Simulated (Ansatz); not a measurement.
The system is NiMoIrPdW.

```xyz
5
Lattice="4.1467 0.0000 0.0000 -2.0734 3.5911 0.0000 0.0000 0.0000 5.4163" Properties=species:S:1:pos:R:3 pbc="T T T"
Ni    0.0000    0.0000    0.1203
Mo    2.0734    1.1970    2.4913
Pd    0.0000    2.3941    4.0406
Ir    0.0000    2.3941    1.3888
W     2.0734    1.1970    5.4155
```

The cell was built by a generator and needn't be a form met in nature.

Base run:

| Quantity | Value |
| --- | --- |
| Program | Ansatz 0.2.0 |
| Functional | r2SCAN |
| Potentials or basis | Ansatz PAW |
| Cutoff | 500 eV |
| Density cutoff | 2000 eV |
| k mesh | 7 × 7 × 5 |
| Occupations | fermi-dirac, width 0.05 eV |
| Spin | collinear spin, ferromagnetic start |
| Starting moments | [1.0, 1.0, 0.0, 0.6, 0.0] μB |

Its results: band gap on the k mesh none (metal or under the smearing width); pressure -5.0 GPa; net moment 0.00 μB per cell; largest force 0.124 eV/Å.

Question: The run is repeated on the same cell with these changes: functional from r2SCAN to PBEsol; cutoff from 500 eV to 420 eV; density cutoff from 2000 eV to 1680 eV. What comes out?

Answer: Band gap on the k mesh none (metal or under the smearing width); pressure -8.0 GPa; net moment 0.00 μB per cell; largest force 0.167 eV/Å.

Caveats: the PAW data sets come from PBE, with cores solved anew for the run's functional, which leaves a small shift of forces and pressure; the magnetic or orbital state may not be the lowest (some runs).

Not every run made on this cell is shown here.
